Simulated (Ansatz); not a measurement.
**CH₄ClFGaN: up Jacob's ladder to CCSD(T)**

One table from this session's results is given with a row withheld; the runs are named, their logs left out.

The runs use Ansatz 0.2.0, Gaussian basis; functionals in def2-TZVPP, the program's frozen cores in correlated methods.

Plan: LDA (SPW92), PBE-D4, revPBE-D4, BLYP-D4, r2SCAN-D4, B97M-V, PBE0-D4, B3LYP-D4, r2SCANh-D4, r2SCAN0-D4, HSE06-D4, BHLYP-D4, CAM-B3LYP-D4, LC-ωPBE, ωB97X-V, ωB97M-V, B2PLYP, PBE-QIDH; CCSD(T)/def2-SVP; CCSD(T)/def2-TZVPP; MP2/def2-QZVPP; extrapolation to the limit; RPA on PBE.

## The relaxed structure

The geometry comes from an earlier relaxation with PBE0-D4 in a triple-zeta def2 set; it is a stationary point, not always the lowest conformer.

SMILES `C[NH][Ga]([F])[Cl]`, 9 atoms, charge 0, spin multiplicity 1.

Atoms are counted from 1 here; the program's logs count them from 0.

Bond lengths: C1–N2 1.447 Å, C1–H6 1.095 Å, C1–H7 1.096 Å, C1–H8 1.091 Å, N2–Ga3 1.789 Å, N2–H9 1.006 Å, Ga3–F4 1.746 Å, Ga3–Cl5 2.118 Å. Angles: N2–C1–H6 111.9°, N2–C1–H7 111.9°, N2–C1–H8 109.9°, H6–C1–H7 108.1°, H6–C1–H8 107.4°, H7–C1–H8 107.4°, C1–N2–Ga3 126.2°, C1–N2–H9 114.8°, Ga3–N2–H9 119.0°, N2–Ga3–F4 118.2°, N2–Ga3–Cl5 124.5°, F4–Ga3–Cl5 117.3°.

The first run:

in.yaml

```yaml
crystal:
  periodic: [false, false, false]
  atoms:
    - {symbol: C, position_ang: [-0.510169, -1.085387, 0.600663]}
    - {symbol: N, position_ang: [0.095193, 0.228104, 0.541743]}
    - {symbol: Ga, position_ang: [0.533369, 1.123515, -0.944072]}
    - {symbol: F, position_ang: [0.215211, 0.370040, -2.486289]}
    - {symbol: Cl, position_ang: [1.419154, 3.046984, -0.967100]}
    - {symbol: H, position_ang: [-1.485139, -1.063114, 1.099711]}
    - {symbol: H, position_ang: [0.126280, -1.804658, 1.127662]}
    - {symbol: H, position_ang: [-0.668353, -1.467119, -0.409157]}
    - {symbol: H, position_ang: [0.274453, 0.651635, 1.436850]}
basis:
  gaussian: {orbitals: def2-TZVPP}
hamiltonian: {xc: lda}
output: {orbitals: {seedname: orbitals}}
```

Launch:

```
ansatz run in.yaml --threads 4 --pin off --events-out ev --progress --plain --max-ram 10444MiB
```

Steps of the session up to this table: LDA; PBE-D4 (GGA); revPBE-D4 (GGA); BLYP-D4 (GGA); r2SCAN-D4 (meta-GGA); B97M-V (meta-GGA); PBE0-D4 (hybrid); B3LYP-D4 (hybrid); r2SCANh-D4 (hybrid); r2SCAN0-D4 (hybrid); HSE06-D4 (hybrid); BHLYP-D4 (hybrid); CAM-B3LYP-D4 (range-separated); LC-ωPBE (range-separated); ωB97X-V (range-separated); ωB97M-V (range-separated); B2PLYP (double hybrid); PBE-QIDH (double hybrid).

One table of the session follows, with a row left open; its other results are not shown here.

It belongs to the step «Frontier levels by functional». 

```
  functional  HOMO (eV)  gap (eV)
 LDA (SPW92)      -6.21      3.96
      PBE-D4      -6.03      4.09
   revPBE-D4      -5.96      4.16
     BLYP-D4      -5.92      4.00
   r2SCAN-D4      -6.30      4.68
      B97M-V      -6.37      4.58
     PBE0-D4          ?         ?
    B3LYP-D4      -7.16      5.84
  r2SCANh-D4      -6.80      5.52
  r2SCAN0-D4      -7.57      6.78
    HSE06-D4      -6.97      5.62
    BHLYP-D4      -8.66      8.56
CAM-B3LYP-D4      -8.80      8.78
     LC-ωPBE     -10.17     11.54
     ωB97X-V      -9.80     10.95
     ωB97M-V      -9.70     10.62
```

**Question.** Estimate the row for PBE0-D4.

**Answer.** HOMO (eV): -7.37; gap (eV): 6.40. In the column «HOMO (eV)» it lies between r2SCAN0-D4 (-7.57) and B3LYP-D4 (-7.16).
